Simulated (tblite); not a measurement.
# C4H13AsSi: the cost of one run

Programs: tblite 0.8.0 and PySCF 2.14.0, with density-fitted response routines of our own. Each step states its level of theory. These are calculated values for one molecule in the gas phase, unless marked as measured. Atoms are numbered from 0 throughout.

## 1. Starting geometry

19 atoms, charge 0, multiplicity 1; geometry from: force field or distance geometry start.

Bonds of the start (Å): C0–As1 1.98, As1–C2 1.97, C2–C3 1.54, C3–C4 1.55, C3–Si5 1.88, C0–H6 1.10, C0–H7 1.11, C0–H8 1.11, As1–H9 1.55, C2–H10 1.11, C2–H11 1.11, C3–H12 1.10, C4–H13 1.10, C4–H14 1.11, C4–H15 1.11, Si5–H16 1.48, Si5–H17 1.47, Si5–H18 1.46.

## 2. Geometry optimisation with GFN2-xTB

What the job is given:

```
{"job": {"kind": "relax", "xc": "GFN2-xTB", "basis": "xTB"}, "charge": 0, "multiplicity": 1}
C      3.232900    -0.033400    -0.264400
As     1.664000    -1.228400    -0.125800
C      0.376600     0.256000    -0.095700
C     -1.076000    -0.248700    -0.208600
C     -1.504800    -1.002200     1.076500
Si    -2.253400     1.181000    -0.514200
H      4.136800    -0.630800    -0.453900
H      3.086700     0.684600    -1.099300
H      3.351100     0.531400     0.684500
H      1.557800    -1.414200    -1.661600
H      0.501400     0.849800     0.829800
H      0.589000     0.912400    -0.965900
H     -1.161500    -0.943100    -1.058700
H     -1.422900    -0.339700     1.956100
H     -2.556600    -1.342900     0.973600
H     -0.867500    -1.892100     1.243900
H     -2.172900     2.130300     0.615500
H     -1.866900     1.861200    -1.755000
H     -3.623600     0.678300    -0.631400
```

Command:

```sh
OMP_NUM_THREADS=1 python probes_run.py task.json out
```

The driver reads the jobs from task.json and runs them one after another.

Q: Estimate the wall time and peak memory of this first job on 1 thread of Arm Neoverse N1, shared host.

About 1.3 s, with a peak of 0.18 GiB.
